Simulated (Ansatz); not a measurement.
This script for a short molecular-dynamics run of AlBrH2O2, SMILES [OH][Al]([OH])[Br] with the Python package of Ansatz (0.2.0) holds a mistake.

The script, `md_albrh2o2.py`:
```python
import ansatz as az
import numpy as np

BASIS = "def2-SVP"
FUNCTIONAL = "PBE0"
N_STEPS = 40
TEMPERATURE_K = 800


def main() -> None:
    geometry_ang = [
        ("O", (0.0273, 1.2223, -1.1918)),
        ("Al", (0.0048, -0.3186, -0.2779)),
        ("O", (1.2629, -0.6071, 0.983)),
        ("Br", (-1.555, -1.9662, -0.7167)),
        ("H", (-0.5941, 1.8542, -0.6765)),
        ("H", (0.8961, -0.2486, 1.8337)),
    ]
    albrh2o2 = az.Crystal.molecule()
    for symbol, xyz in geometry_ang:
        albrh2o2 = albrh2o2.atom(symbol, xyz)

    calc = (
        albrh2o2.calculation()
        .basis(gaussian=BASIS)
        .functional(FUNCTIONAL)
        .md("nve", timestep=0.5, steps=N_STEPS, temperature=TEMPERATURE_K, initial_velocities="maxwell_boltzmann", seed=74)
    )
    frames = []
    calc.session().execute(on_event=lambda e: frames.append(e["data"]) if e["event"] == "md_step" else None)
    print("t (fs)   E_pot (eV)      E_kin (eV)   T (K)   d(0-1) (A)")
    for f in frames[::3]:
        xyz = np.array(f["positions_ang"])
        print(f"{f['time_fs']:6.2f} {f['lagrangian_ev']:14.5f} {f['e_kin_ev']:10.5f} {f['temperature_k']:8.1f} {np.linalg.norm(xyz[0] - xyz[1]):9.4f}")
    kept = np.array([f["conserved_ev"] for f in frames])
    print(f"conserved energy moves by at most {1000 * np.ptp(kept):.3f} meV")
    symbols = [site.symbol for site in albrh2o2.cartesian_sites]
    with open("last_frame.xyz", "w") as handle:
        handle.write(f"{len(symbols)}\nt = {frames[-1]['time_fs']} fs\n")
        handle.writelines("{:2s} {:10.5f} {:10.5f} {:10.5f}\n".format(s, *xyz) for s, xyz in zip(symbols, frames[-1]["positions_ang"]))


if __name__ == "__main__":
    main()
```

```console
$ python md_albrh2o2.py
Traceback (most recent call last):
  File "md_albrh2o2.py", line 44, in <module>
    main()
    ~~~~^^
  File "md_albrh2o2.py", line 30, in main
    calc.session().execute(on_event=lambda e: frames.append(e["data"]) if e["event"] == "md_step" else None)
    ^^^^^^^^^^^^^^^^^^^^^^
  ...
AttributeError: 'ansatz.Session' object has no attribute 'execute'
```
(Library frames cut from the traceback.)

Find the fault and give the corrected script.

The fault: a session has to be planned before it's executed. Mended:

```diff
--- before
+++ after
@@ -29,3 +29,3 @@
     frames = []
-    calc.session().execute(on_event=lambda e: frames.append(e["data"]) if e["event"] == "md_step" else None)
+    calc.session().plan().execute(on_event=lambda e: frames.append(e["data"]) if e["event"] == "md_step" else None)
     print("t (fs)   E_pot (eV)      E_kin (eV)   T (K)   d(0-1) (A)")
```

After the fix:

```console
$ python md_albrh2o2.py
t (fs)   E_pot (eV)      E_kin (eV)   T (K)   d(0-1) (A)
  0.00   -80744.56385    0.41363    800.0    1.7917
  1.50   -80744.64287    0.49180    951.2    1.8008
  3.00   -80744.74841    0.59524   1151.3    1.8074
  4.50   -80744.70513    0.55538   1074.2    1.8099
  6.00   -80744.80359    0.65083   1258.8    1.8067
  7.50   -80744.80028    0.64820   1253.7    1.7981
  9.00   -80744.72563    0.57561   1113.3    1.7863
 10.50   -80744.80976    0.65765   1271.9    1.7722
 12.00   -80744.82139    0.66896   1293.8    1.7550
 13.50   -80744.77556    0.62584   1210.4    1.7321
 15.00   -80744.87567    0.72215   1396.7    1.7030
 16.50   -80744.79790    0.64717   1251.7    1.6717
 18.00   -80744.79829    0.64757   1252.5    1.6428
 19.50   -80744.87534    0.72154   1395.5    1.6185
conserved energy moves by at most 4.414 meV
```

It writes `last_frame.xyz`:
```text
6
t = 20.0 fs
O     0.05350    1.19800   -1.00951
Al    0.02611   -0.30343   -0.42531
O     0.95915   -0.65278    0.87972
Br   -1.51654   -1.95862   -0.67587
H    -0.18652    2.08729   -1.11016
H     1.27496   -0.37812    1.72249
```

Notes:
- Total energies depend on the basis set; only differences at equal settings carry meaning.
- The trajectory is only some femtoseconds long, so its temperature is not equilibrated; where the script doesn't relax first, it starts from a rough generated geometry.
- The temperature counts the internal degrees of freedom alone.
- Run time: 2.7 min on 1 thread of Intel(R) Xeon(R) Platinum 8375C CPU @ 2.90GHz (Ice Lake), on a shared host, peak memory 0.26 GiB.

(Lines on the test bed's own set-up are left out of the output.)
